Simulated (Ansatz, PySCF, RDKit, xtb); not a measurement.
# Which structure has the formula GeSiH5S−?

Task: start from the formula GeSiH5S− (charge -1), draw up candidate structures, narrow them down in stages, and characterise the one that lies lowest at 298.15 K.

Plan: many cheap relaxations first (GFN2-xTB), then density-functional screening, relaxation at r2SCAN-D4/def2-SVPD, vibrations and a final energy. The numbers are computed, not measured.

5 further runs of the same task are left out: 1 for a known fault of the program, 4 set aside as unsound or not needed.

## Step 1: Possible bonding patterns

A program enumerates the bonding patterns with one Lewis structure each (two rings at most, one unusual centre or charged pair), with their diastereomers. O–O, O–halogen and N–halogen bonds and N–N–N chains are not drawn. That gives 13 candidates.

| label | SMILES | spin |
| --- | --- | --- |
| c050 | [SiH2-][SH]=[GeH2] | singlet |
| c211 | [SH2+][SiH-][GeH2-] | singlet |
| c441 | S[SiH2][GeH2-] | singlet |
| c492 | S[SiH-][GeH3] | singlet |
| c514 | [SiH3][SH]=[GeH-] | singlet |
| c518 | [SiH2-][GeH-][SH2+] | singlet |
| c538 | [SiH3][GeH-][SH] | singlet |
| c742 | [SiH3][S][GeH2-] | singlet |
| c759 | [SiH2-][GeH2][SH] | singlet |
| c826 | [S-][SiH2][GeH3] | singlet |
| c954 | [SiH3][GeH2][S-] | singlet |
| c957 | [SiH2-][S][GeH3] | singlet |

Candidates are built by distance geometry, with a force field where one applies, in up to four conformers (letters a to d). 6 starts with atoms placed at random are added, to find patterns that the rules miss.

Q: Predict the outcome of this search (final energies at CCSD(T)/def2-SVPD + MP2/def2-TZVPPD - MP2/def2-SVPD).

| quantity | value |
| --- | --- |
| lowest structure found | [S-][SiH2][GeH3], singlet, Cs |
| next finalist | [SiH3][S][GeH2-], singlet, 6.4 kcal/mol higher in G |
| share at equilibrium, among the finalists | 100.0 % |
| harmonic wavenumbers, lowest and highest (r2SCAN-D4/def2-SVPD) | 100 and 2070 cm⁻¹ |
| rotational constants, same geometry | 0.3716, 0.04754, 0.04342 cm⁻¹ |
| HOMO energy (PBE0/def2-TZVPD) | -1.43 eV |
| LUMO energy (PBE0/def2-TZVPD) | 3.64 eV |
| HOMO–LUMO gap (to an unbound level, set by the basis) (PBE0/def2-TZVPD) | 5.07 eV |
| lowest excitation (TD-PBE0/def2-SVPD) | 4.35 eV (f = 0.109) |
| lowest triplet excitation, same level, Tamm-Dancoff | 4.03 eV |
| vertical detachment energy | 3.21 eV |
| vertical triplet less singlet | +3.91 eV |

`[S-][SiH2][GeH3]` comes out lowest. The margin of 6.4 kcal/mol over the next finalist is beyond the usual error of the last level; it says nothing of structures that weren't ranked. r2SCAN-D4/def2-SVPD, r2SCAN-D4/def2-SVPD, relaxed, HF/def2-SVPD and MP2/def2-SVPD already put its bonding pattern lowest among the structures in one piece; GFN2-xTB favours the singlet [SiH3][S][GeH2-]; HF/STO-3G favours the singlet [SiH3][GeH2][S-]. In an anion, excitations above the detachment energy lie in the continuum and hang on the basis, so they needn't be bound states. Lowest found is not proven lowest: the search is finite, and each finalist counts with one conformer. Patterns outside the rules of the enumeration were met only by chance.
